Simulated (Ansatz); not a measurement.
# YCoC: the cost of one run

Computed with the Python package of Ansatz 0.2.0. Level of theory: DFT PBEsol+D3(BJ), plane waves, PAW.

### Step 1. The structure

It takes space group P4/mmm (No. 123, tetragonal). Conventional cell: a = 3.568 Å, b = 3.568 Å, c = 3.619 Å, α = 90.00°, β = 90.00°, γ = 90.00°. Y (site symmetry 4/mmm) is surrounded by 4 C at 2.52 Å. Co (site symmetry 4/mmm) has 2 C at 1.81 Å as nearest neighbours. Around C (site symmetry 4/mmm) lie 2 Co at 1.81 Å and 4 Y at 2.52 Å.

No structure file is read: the coordinates are typed or built in the script.

### Step 2. The script

File ycoc.py:

```python
"""Energy of YCoC against a locked total moment."""

import warnings

import ansatz as az
from pymatgen.core import Lattice, Structure
from pymatgen.io.ase import AseAtomsAdaptor

warnings.simplefilter("ignore", az.DeckWarning)

pmg_structure = Structure(
    Lattice([[3.567933, 0.0, 0.0], [0.0, 3.567933, 0.0], [0.0, 0.0, 3.619114]]),
    ["Y", "Co", "C"],
    [
        [0.0, 0.0, 0.0],
        [0.5, 0.5, 0.5],
        [0.5, 0.5, 0.0],
    ],
)
ycoc = az.Crystal.from_ase(AseAtomsAdaptor.get_atoms(pmg_structure))

setup = (
    ycoc.calculation()
    .kpoints(spacing=0.24)  # the mesh must be finer for metals
    .functional(az.Functional.PBESOL, dispersion="d3bj")
    .occupations("fermi_dirac", width=150 * az.meV)  # smearing steadies the SCF of a metal
)
# a hard lock holds the total moment, with one Fermi level a spin
rows = []
for total in [0.0, 0.6, 1.2, 1.8, 2.4, 3.0]:
    rep = setup.spin("collinear", total=total, lock="hard").run().report
    up, down = rep["spin_fermi_energies_ev"]
    rows.append((total, rep["free_energy_ev"], up - down, rep["absolute_magnetization_mub"]))
reference = rows[0][1]
rows = [(m, 1000 * (e - reference), split, size) for m, e, split, size in rows]
for row in rows:
    print("; ".join(f"{name} = {round(v, 4) if isinstance(v, float) else v}" for name, v in zip(["total muB", "F - F(0) meV", "EF up - down eV", "absolute muB"], row)))
best = min(rows, key=lambda row: row[1])
print(f"lowest at {best[0]} muB per cell, {best[1]:.1f} meV against the first point")
```

### Step 3. Running it

Launch:

```bash
$ python ycoc.py
```

**Question.** How long does this script take on 1 thread of Arm Neoverse V2, shared host, and how much memory does it need?

About 70 s, with a peak of 0.56 GiB.
